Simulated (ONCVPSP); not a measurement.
# Nitrogen: generating and testing an ONCV potential

Do these settings give a usable potential? It is generated, then checked for transferability, scattering, ghosts and hardness.

The numbers are computed with ONCVPSP 4.0.1.1 (patched build) (PBE, scalar-relativistic, spin-unpolarised reference atom).

**1. Starting point**

Typed settings, in words:

| Quantity | Value |
| --- | --- |
| element | nitrogen (N, Z = 7) |
| type | optimised norm-conserving Vanderbilt (ONCV) |
| frozen core | [He] |
| valence charge | 5 |
| reference configuration | 2s1.75 2p3.25 |
| partial waves | 2s: rc 1.05 bohr, ncon 3, nbas 7, qcut 5.2 1/bohr, 1 projector; 2p: rc 2.35 bohr, ncon 4, nbas 7, qcut 6.7 1/bohr, 2 projectors, debl 0.9 Ha |
| local potential | polynomial inside 0.65 bohr (lpopt 3, dvloc0 1 Ha) |
| core correction | polynomial model core, fcfact 0.45 |

The nodes and maxima of the atom's own shells, from an earlier all-electron run, set the scale for the radii.

All-electron outer shells of the reference configuration (PBE, scalar-relativistic, ld1.x):

| shell | level (eV) | outermost node (bohr) | outermost maximum (bohr) |
| --- | --- | --- | --- |
| 1s | -384.93 | – | 0.15 |
| 2s | -18.70 | 0.32 | 1.02 |
| 2p | -7.20 | – | 0.98 |

**2. Generating the potential**

Input file N.dat:

```
# ATOM AND REFERENCE CONFIGURATION
# atsym  z   nc   nv     iexc    psfile
  N 7.00    1    2        4      upf
#
#   n    l    f
    1    0    2.00
    2    0    1.75
    2    1    3.25
#
# PSEUDOPOTENTIAL AND OPTIMIZATION
# lmax
    1
#
#   l,   rc,      ep,       ncon, nbas, qcut
    0    1.05    0.00    3    7    5.20
    1    2.35    0.00    4    7    6.70
#
# LOCAL POTENTIAL
# lloc, lpopt,  rc(5),   dvloc0
    4    3    0.65    1.00
#
# VANDERBILT-KLEINMAN-BYLANDER PROJECTORs
# l, nproj, debl
    0    1    3.90
    1    2    0.90
#
# MODEL CORE CHARGE
# icmod, fcfact, rcfact
    1    0.45    0.00
#
# LOG DERIVATIVE ANALYSIS
# epsh1, epsh2, depsh
   -2.00    5.00    0.02
#
# OUTPUT GRID
# rlmax, drl
    6.00    0.01
#
# TEST CONFIGURATIONS
# ncnf
    4
# nvcnf
#   n    l    f
    2
    2    0    2.00
    2    1    3.00
#
    2
    2    0    2.00
    2    1    2.00
#
    2
    2    0    2.00
    2    1    1.00
#
    2
    2    0    1.00
    2    1    0.00
#
```

Run with:

```bash
$ oncvpsp.x < N.dat > N.out
```

What does the calculation give? Wanted: cutoffs for 1 and 0.1 mHa per electron, occupied waves; bound ghosts; GHOST(+) flags; largest test error; largest phase difference near zero energy, channels read; rms error of d²Exc/dn², without and with the model core.

As calculated:

```
                                                quantity                                    value
  cutoffs for 1 and 0.1 mHa per electron, occupied waves                         71 Ha and 155 Ha
                                            bound ghosts                               none found
                                          GHOST(+) flags                       none at low energy
                            largest test error (AE − PS)  +887 meV, for 2s2 2p1 (1 test unsolved)
largest phase difference near zero energy, channels read                                0.004 rad
 rms error of d²Exc/dn², without and with the model core                        0.73 and 1.74 mHa
```

The worst unpolarised test, 2s2 2p1, is off by 887 meV on 39.6 eV; by total energies transferability rates as poor. Of the tests 1 gave no usable energy difference, which is a warning in itself. The potential is very hard: the looser tolerance needs 71 Ha. At the looser tolerance the 2s wave is the slowest; 2p needs 14 Ha. It is free of bound ghosts as far as tested. Near zero energy the phases of the channels with partial waves agree within 0.004 rad. These are tests on the free atom; a crystal test is still owed.
